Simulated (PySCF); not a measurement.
# tetraethylgermane (C8H20Ge): geometry, NMR shifts and core binding energies

Aim: predict the NMR shifts and core binding energies of tetraethylgermane (C8H20Ge) (`C[CH2][Ge]([CH2]C)([CH2]C)[CH2]C`).

Computed with PySCF 2.14.0, with density-fitted response routines of our own, on a single molecule in the gas phase. Atoms are numbered from 0 throughout.

### Step 1. The molecule as given

29 atoms, charge 0, multiplicity 1; geometry from: GFN2-xTB.

Bonds of the start (Å): C0–C1 1.52, C1–Ge2 2.01, Ge2–C3 2.01, C3–C4 1.52, Ge2–C5 2.01, C5–C6 1.52, Ge2–C7 2.01, C7–C8 1.52, C0–H9 1.09, C0–H10 1.09, C0–H11 1.09, C1–H12 1.09, C1–H13 1.09, C3–H14 1.09, C3–H15 1.09, C4–H16 1.09, C4–H17 1.09, C4–H18 1.09, C5–H19 1.09, C5–H20 1.09, C6–H21 1.09, C6–H22 1.09, C6–H23 1.09, C7–H24 1.09, C7–H25 1.09, C8–H26 1.09, C8–H27 1.09, C8–H28 1.09.

### Step 2. Optimising the geometry at PBE0-D3(BJ)/def2-SVP

What the job is given:

```
{"job": {"xc": "PBE0", "basis": "def2-SVP", "d3": "d3bj", "grid": 1, "kind": "geom"}, "charge": 0, "multiplicity": 1}
C      1.540583     2.521710    -0.143038
C      0.836757     1.611412     0.852275
Ge     0.008219    -0.009760     0.000406
C     -0.899937    -1.070583     1.446896
C     -1.633545    -2.297780     0.926744
C      1.422116    -1.121267    -0.897653
C      2.474817    -1.643418     0.068241
C     -1.323454     0.546169    -1.397473
C     -2.417359     1.453765    -0.855261
H      1.971317     3.387142     0.359129
H      2.341906     1.987647    -0.649399
H      0.842225     2.878081    -0.897419
H      0.056633     2.168264     1.372304
H      1.545196     1.282352     1.612989
H     -1.600088    -0.419638     1.971296
H     -0.148571    -1.373508     2.176680
H     -0.946306    -2.965004     0.410403
H     -2.095922    -2.850053     1.744161
H     -2.414767    -2.007807     0.227170
H      0.943547    -1.958057    -1.407062
H      1.898974    -0.517330    -1.670112
H      2.963940    -0.819225     0.583130
H      2.019455    -2.288238     0.816777
H      3.237539    -2.216670    -0.457465
H     -1.769652    -0.350685    -1.827893
H     -0.793916     1.050606    -2.206199
H     -2.961538     0.959824    -0.052995
H     -3.128432     1.717906    -1.637058
H     -1.989642     2.372096    -0.458713
```

Log:

```text
step   0  E = -2392.79330158  max force = 0.017136
step   1  E = -2392.79838077  max force = 0.005142
step   2  E = -2392.79875353  max force = 0.002003
step   3  E = -2392.79886535  max force = 0.001152
step   4  E = -2392.79887890  max force = 0.000561
step   5  E = -2392.79888397  max force = 0.000387
optimisation converged
```

Run time: 4.9 min. Hardware: 1 thread, shared host.

Step by step:

```
step  energy from step 0 (eV)  largest force component (eV/Å)
   0                   0.0000                          0.8812
   1                  -0.1382                          0.2644
   2                  -0.1484                          0.1030
   3                  -0.1514                          0.0592
   4                  -0.1518                          0.0288
   5                  -0.1519                          0.0199
```

Distances of close pairs at the start and the end, largest changes first:

```
  bond  before (Å)  after (Å)  change (Å)
C1–Ge2       2.010      1.967      -0.043
Ge2–C5       2.010      1.967      -0.043
Ge2–C3       2.011      1.968      -0.042
Ge2–C7       2.009      1.968      -0.041
C6–H22       1.088      1.102      +0.014
C8–H26       1.088      1.102      +0.014
C0–H11       1.088      1.102      +0.014
C6–H21       1.088      1.102      +0.014
```

The end geometry stands in the next job.

```
                         at the end point                value
rotational constants (GHz, main isotopes)  1.140, 1.125, 0.730
                        dipole moment (D)                 0.01
```

### Step 3. Nuclear shieldings: PBE0/pcSseg-1

What the job is given:

```
{"job": {"kind": "nmr", "xc": "PBE0", "basis": "pcSseg-1"}, "charge": 0, "multiplicity": 1}
C      1.627011     2.413142     0.112080
C      0.843817     1.453477     0.998863
Ge    -0.021414    -0.012185     0.013060
C     -0.972119    -1.170668     1.289067
C     -1.654444    -2.369202     0.641040
C      1.340828    -1.057478    -0.947365
C      2.428209    -1.629104    -0.046241
C     -1.296904     0.733025    -1.287061
C     -2.337515     1.655418    -0.663154
H      2.087341     3.232226     0.688715
H      2.440751     1.897582    -0.423488
H      0.983235     2.877844    -0.652567
H      0.061339     1.990949     1.560866
H      1.503271     1.001666     1.759466
H     -1.707787    -0.548641     1.826663
H     -0.244951    -1.502251     2.049634
H     -0.930876    -3.015903     0.118642
H     -2.177247    -2.999350     1.379233
H     -2.402984    -2.056919    -0.105169
H      0.823132    -1.864949    -1.492602
H      1.779739    -0.405484    -1.721655
H      2.973383    -0.833622     0.487383
H      2.009400    -2.301335     0.720326
H      3.175125    -2.209853    -0.612059
H     -1.784521    -0.108494    -1.807516
H     -0.717040     1.268878    -2.057784
H     -2.920622     1.142273     0.118969
H     -3.057715     2.033791    -1.407122
H     -1.869544     2.533855    -0.190083
```

Method: GIAO PBE0/pcSseg-1 NMR shielding, non-relativistic, gas phase.

Log:

```text
coarse grid: 98296 points
cycle   1  E = -2392.8685419904  dE = -3.568e-01  |g| = 1.009e+00  |ddm| = 4.593e+00
cycle   2  E = -2392.8208161235  dE =  4.773e-02  |g| = 1.082e+00  |ddm| = 1.260e+00
cycle   3  E = -2392.9962939835  dE = -1.755e-01  |g| = 7.598e-02  |ddm| = 7.539e-01
cycle   4  E = -2392.9972946377  dE = -1.001e-03  |g| = 1.299e-02  |ddm| = 7.601e-02
cycle   5  E = -2392.9973357015  dE = -4.106e-05  |g| = 4.775e-03  |ddm| = 2.244e-02
cycle   6  E = -2392.9973406574  dE = -4.956e-06  |g| = 1.075e-03  |ddm| = 5.356e-03
final grid: 210144 points
cycle   7  E = -2392.9974008727  dE = -2.913e-07  |g| = 1.128e-03  |ddm| = 4.897e-03
cycle   8  E = -2392.9974007949  dE =  7.785e-08  |g| = 1.226e-03  |ddm| = 1.874e-03
cycle   9  E = -2392.9974011349  dE = -3.400e-07  |g| = 9.315e-05  |ddm| = 9.930e-04
cycle  10  E = -2392.9974011364  dE = -1.468e-09  |g| = 1.145e-05  |ddm| = 8.049e-05
cycle  11  E = -2392.9974011364  dE = -4.093e-12  |g| = 7.492e-06  |ddm| = 1.982e-05
converged SCF energy = -2392.9974011364

GIAO shielding tensors (ppm)
atom      isotropic    diamagn.    paramagn.     s11        s22        s33       span
  0 C      174.580     246.960     -72.380    167.584    169.352    186.803     19.219
  1 C      181.613     253.880     -72.267    171.832    172.795    200.212     28.380
  2 Ge    1318.212    2760.411   -1442.200   1287.092   1333.274   1334.269     47.177
  3 C      181.596     253.820     -72.224    171.776    172.936    200.076     28.300
  4 C      174.518     246.759     -72.241    167.581    169.250    186.723     19.142
  5 C      181.592     253.831     -72.239    171.481    173.046    200.250     28.770
  6 C      174.545     246.856     -72.311    167.560    169.329    186.746     19.186
  7 C      181.621     253.805     -72.184    171.576    173.174    200.114     28.537
  8 C      174.510     246.838     -72.327    167.534    169.309    186.688     19.154
  9 H       29.968      27.695       2.273     24.529     26.454     38.921     14.392
 10 H       30.397      31.342      -0.945     24.610     30.216     36.366     11.755
 11 H       30.409      31.396      -0.987     24.604     30.294     36.329     11.725
 12 H       30.695      34.069      -3.374     25.661     29.469     36.954     11.293
 13 H       30.701      34.058      -3.357     25.657     29.480     36.966     11.309
 14 H       30.694      33.970      -3.276     25.454     29.612     37.015     11.561
 15 H       30.721      33.997      -3.277     25.522     29.603     37.037     11.516
 16 H       30.408      31.288      -0.880     24.565     30.269     36.391     11.826
 17 H       29.968      27.599       2.369     24.511     26.519     38.874     14.362
 18 H       30.411      31.269      -0.858     24.628     30.138     36.466     11.838
 19 H       30.664      34.033      -3.370     25.563     29.501     36.927     11.364
 20 H       30.729      34.067      -3.338     25.601     29.555     37.029     11.428
 21 H       30.395      31.332      -0.936     24.544     30.336     36.306     11.761
 22 H       30.414      31.301      -0.888     24.673     30.120     36.449     11.777
 23 H       29.968      27.670       2.297     24.522     26.481     38.900     14.379
 24 H       30.670      34.005      -3.335     25.458     29.555     36.999     11.541
 25 H       30.732      34.036      -3.304     25.619     29.543     37.034     11.415
 26 H       30.421      31.350      -0.929     24.666     30.159     36.439     11.773
 27 H       29.969      27.648       2.322     24.513     26.503     38.892     14.379
 28 H       30.398      31.269      -0.870     24.559     30.293     36.344     11.785
```

Wall time 98 s (1 thread, shared host).

Shifts follow as δ = σ(reference) − σ, with reference shieldings (ppm) from runs at the same level and on the same kind of geometry: 1H TMS 31.27, 13C TMS 184.4, 73Ge GeMe4 1330. The references are single molecules in the gas phase. Atoms listed in one row are averaged.

```csv
atoms,environment,σ (ppm),δ (ppm)
"C0, C4, C6, C8",methyl carbon,174.5,9.9
"C1, C3, C5, C7",sp3 CH2 bonded to Ge,181.6,2.8
"H9, H10, H11, H16, H17 and 7 more",hydrogen on a methyl carbon,30.26,1.01
"H12, H13, H14, H15, H19 and 3 more",hydrogen on an sp3 CH2 bonded to Ge,30.70,0.57
Ge2,germanium bonded to 4 C,1318,12
```

Charges from the same density, by scheme (e):

```
         atoms  Mulliken    IAO  Hirshfeld  ESP fit
C0, C4, C6, C8     -0.28  -0.40      -0.12    -0.25
C1, C3, C5, C7     -0.51  -0.50      -0.15     0.06
           Ge2      0.71   0.93       0.41     0.14
```

Mayer bond orders: C0–C1 1.04, C1–Ge2 0.97, Ge2–C3 0.97, C3–C4 1.04, Ge2–C5 0.97, C5–C6 1.04, Ge2–C7 0.97, C7–C8 1.04.

### Step 4. Nuclear shieldings: B97-2/pcSseg-1

Same as in step 3 but for these lines:

```diff
@@ -1,2 +1,2 @@
-{"job": {"kind": "nmr", "xc": "PBE0", "basis": "pcSseg-1"}, "charge": 0, "multiplicity": 1}
+{"job": {"kind": "nmr", "xc": "B97-2", "basis": "pcSseg-1", "pop": false}, "charge": 0, "multiplicity": 1}
 C      1.627011     2.413142     0.112080
```

Level: GIAO B97-2/pcSseg-1 NMR shielding, non-relativistic, gas phase.

Log:

```text
coarse grid: 98296 points
cycle   1  E = -2393.9598636143  dE = -4.065e-01  |g| = 9.379e-01  |ddm| = 4.603e+00
cycle   2  E = -2393.9034063740  dE =  5.646e-02  |g| = 1.036e+00  |ddm| = 1.294e+00
cycle   3  E = -2394.0871727545  dE = -1.838e-01  |g| = 7.445e-02  |ddm| = 7.734e-01
cycle   4  E = -2394.0881268419  dE = -9.541e-04  |g| = 1.329e-02  |ddm| = 7.089e-02
cycle   5  E = -2394.0881629886  dE = -3.615e-05  |g| = 5.678e-03  |ddm| = 2.040e-02
cycle   6  E = -2394.0881692747  dE = -6.286e-06  |g| = 7.498e-04  |ddm| = 5.345e-03
final grid: 210144 points
cycle   7  E = -2394.0881805214  dE = -3.757e-07  |g| = 7.456e-04  |ddm| = 5.312e-03
cycle   8  E = -2394.0881804951  dE =  2.625e-08  |g| = 7.797e-04  |ddm| = 1.357e-03
cycle   9  E = -2394.0881806360  dE = -1.409e-07  |g| = 9.537e-05  |ddm| = 6.790e-04
cycle  10  E = -2394.0881806376  dE = -1.616e-09  |g| = 1.128e-05  |ddm| = 8.175e-05
cycle  11  E = -2394.0881806376  dE = -2.001e-11  |g| = 7.062e-06  |ddm| = 1.921e-05
converged SCF energy = -2394.0881806376

GIAO shielding tensors (ppm)
atom      isotropic    diamagn.    paramagn.     s11        s22        s33       span
  0 C      173.059     246.923     -73.864    165.983    167.809    185.384     19.401
  1 C      179.776     254.329     -74.553    170.435    170.987    197.907     27.471
  2 Ge    1309.445    2761.992   -1452.547   1280.101   1323.618   1324.617     44.516
  3 C      179.759     254.259     -74.499    170.368    171.130    197.781     27.413
  4 C      173.005     246.707     -73.702    165.987    167.724    185.304     19.317
  5 C      179.759     254.280     -74.521    169.988    171.340    197.948     27.960
  6 C      173.027     246.815     -73.788    165.963    167.788    185.328     19.365
  7 C      179.784     254.252     -74.468    170.102    171.435    197.814     27.712
  8 C      172.996     246.789     -73.793    165.941    167.775    185.272     19.331
  9 H       30.068      27.714       2.354     24.751     26.603     38.850     14.100
 10 H       30.486      31.593      -1.107     24.815     30.310     36.333     11.519
 11 H       30.497      31.650      -1.153     24.807     30.386     36.297     11.489
 12 H       30.793      34.335      -3.541     25.881     29.604     36.894     11.013
 13 H       30.799      34.327      -3.527     25.877     29.614     36.906     11.029
 14 H       30.791      34.229      -3.438     25.676     29.743     36.954     11.279
 15 H       30.818      34.259      -3.441     25.743     29.734     36.976     11.233
 16 H       30.496      31.530      -1.034     24.769     30.362     36.358     11.589
 17 H       30.068      27.609       2.459     24.733     26.667     38.805     14.072
 18 H       30.500      31.510      -1.010     24.833     30.233     36.434     11.601
 19 H       30.762      34.298      -3.536     25.784     29.634     36.868     11.084
 20 H       30.826      34.339      -3.514     25.821     29.688     36.968     11.148
 21 H       30.483      31.580      -1.097     24.748     30.427     36.273     11.525
 22 H       30.503      31.548      -1.045     24.878     30.215     36.418     11.540
 23 H       30.068      27.688       2.380     24.743     26.630     38.831     14.088
 24 H       30.769      34.268      -3.499     25.679     29.687     36.939     11.259
 25 H       30.829      34.306      -3.477     25.839     29.676     36.972     11.134
 26 H       30.510      31.597      -1.087     24.870     30.253     36.408     11.538
 27 H       30.070      27.662       2.408     24.734     26.652     38.823     14.089
 28 H       30.486      31.509      -1.024     24.762     30.386     36.309     11.548
```

It took 1.7 min on 1 thread, shared host.

This run: δ C0 10.7, C1 3.9, Ge2 12, H9 1.02, H12 0.58 ppm (means over like atoms).

### Step 5. Core-electron binding energies: SCAN, X2C

Same as in step 4 but for these lines:

```diff
@@ -1,2 +1,2 @@
-{"job": {"kind": "nmr", "xc": "B97-2", "basis": "pcSseg-1", "pop": false}, "charge": 0, "multiplicity": 1}
+{"job": {"kind": "xps"}, "charge": 0, "multiplicity": 1}
 C      1.627011     2.413142     0.112080
```

With the program's defaults for keys left out, this is: delta-SCF UKS SCAN, pcX-2 on the ionised atom, pcseg-1 elsewhere, spin-free X2C.

Log:

```text
ground state, core basis on atom 0 (C), 270 functions
  cycle   1  E = -2410.58188519  |g| = 7.98e-01
  cycle   2  E = -2410.43321098  |g| = 1.07e+00
  cycle   3  E = -2410.75963172  |g| = 4.77e-02
  cycle   4  E = -2410.76013551  |g| = 1.65e-02
  cycle   5  E = -2410.76017686  |g| = 1.06e-02
  cycle   6  E = -2410.76020725  |g| = 1.85e-03
  cycle   7  E = -2410.76020580  |g| = 1.06e-03
  cycle   8  E = -2410.76020703  |g| = 6.17e-05
  E(ground) = -2410.91242309 Eh
hole in C 1s of atom 0
  cycle   1  E = -2399.52572363  |g| = 1.50e+00
  cycle   2  E = -2398.87013794  |g| = 1.80e+00
  cycle   3  E = -2400.04111742  |g| = 3.36e-01
  cycle   4  E = -2400.07622407  |g| = 1.60e-01
  cycle   5  E = -2400.08917192  |g| = 5.09e-02
  cycle   6  E = -2400.09040854  |g| = 8.88e-03
  cycle   7  E = -2400.09043923  |g| = 5.44e-03
  cycle   8  E = -2400.09045763  |g| = 1.51e-03
  cycle   9  E = -2400.09045772  |g| = 8.09e-04
  cycle  10  E = -2400.09045968  |g| = 4.63e-04
  E(ion) = -2400.24162372 Eh   <S^2> = 0.7685   hole on atom = 1.000   binding energy = 290.367 eV
ground state, core basis on atom 1 (C), 270 functions
  cycle   1  E = -2410.76157792  |g| = 5.87e-02
  cycle   2  E = -2410.76151378  |g| = 2.50e-02
  cycle   3  E = -2410.76155353  |g| = 2.15e-02
  cycle   4  E = -2410.76166992  |g| = 2.25e-03
  cycle   5  E = -2410.76167314  |g| = 2.94e-04
  E(ground) = -2410.91387417 Eh
hole in C 1s of atom 1
  cycle   1  E = -2399.53030599  |g| = 1.52e+00
  cycle   2  E = -2398.66979504  |g| = 1.93e+00
  cycle   3  E = -2400.05802083  |g| = 3.64e-01
  cycle   4  E = -2400.10506551  |g| = 1.58e-01
  cycle   5  E = -2400.11756924  |g| = 4.99e-02
  cycle   6  E = -2400.11873310  |g| = 8.87e-03
  cycle   7  E = -2400.11876418  |g| = 6.26e-03
  cycle   8  E = -2400.11878336  |g| = 1.97e-03
  cycle   9  E = -2400.11878611  |g| = 9.70e-04
  cycle  10  E = -2400.11878831  |g| = 3.97e-04
  E(ion) = -2400.26997511 Eh   <S^2> = 0.7697   hole on atom = 1.000   binding energy = 289.635 eV
```

It took 86 s on 1 thread, shared host.

Binding energies by hole, beside the orbital energy of the ground state; the difference holds orbital relaxation and, for a density functional, its self-interaction error:

| hole | stands for | environment | ΔSCF (eV) | −ε (eV) | ⟨S²⟩ |
| --- | --- | --- | --- | --- | --- |
| C1s on C0 | C0, C4, C6, C8 | methyl carbon | 290.37 | 273.4 | 0.769 |
| C1s on C1 | C1, C3, C5, C7 | sp3 CH2 bonded to Ge | 289.64 | 273.3 | 0.770 |

Each hole run stands for the others of its class of like atoms.

### Step 6. Comparing the runs: NMR shifts

Shifts (ppm), means over like atoms, with basis size and wall time:

| run | C0 | C1 | H9 | H12 | Ge2 | functions | time |
| --- | --- | --- | --- | --- | --- | --- | --- |
| PBE0/pcSseg-1 | 9.9 | 2.8 | 1.01 | 0.57 | 12 | 277 | 98 s |
| B97-2/pcSseg-1 | 10.7 | 3.9 | 1.02 | 0.58 | 12 | 277 | 1.7 min |

### Step 7. Summary of results

```
                                                               quantity                    value
                                   rotational constants (main isotopes)     1.14, 1.12, 0.73 GHz
13C shifts against TMS (PBE0/pcSseg-1, means over atoms taken as alike)             9.9, 2.8 ppm
 1H shifts against TMS (PBE0/pcSseg-1, means over atoms taken as alike)           1.01, 0.57 ppm
                              73Ge shifts against GeMe4 (PBE0/pcSseg-1)                   12 ppm
                                       C1s binding energies, SCAN/pcX-2  C0 290.37, C1 289.64 eV
                                               range of the shift of C1           2.8 to 3.9 ppm
```

Over 5 steps the energy fell by 0.152 eV; of the close pairs, C1–Ge2 changed most, 2.010 to 1.967 Å. At PBE0/pcSseg-1: Shielding is most anisotropic at Ge2 (span 47 ppm, paramagnetic term -1442 ppm). The C1s levels kept as sound span 0.73 eV, from C1 (sp3 CH2 bonded to Ge) up to C0 (methyl carbon). Across the 2 runs the shift of C1 (with its like atoms) moves most, between 2.8 (PBE0/pcSseg-1) and 3.9 ppm (B97-2/pcSseg-1). Spin-orbit coupling is left out, which matters for shieldings and couplings at and beside the heavy atoms.
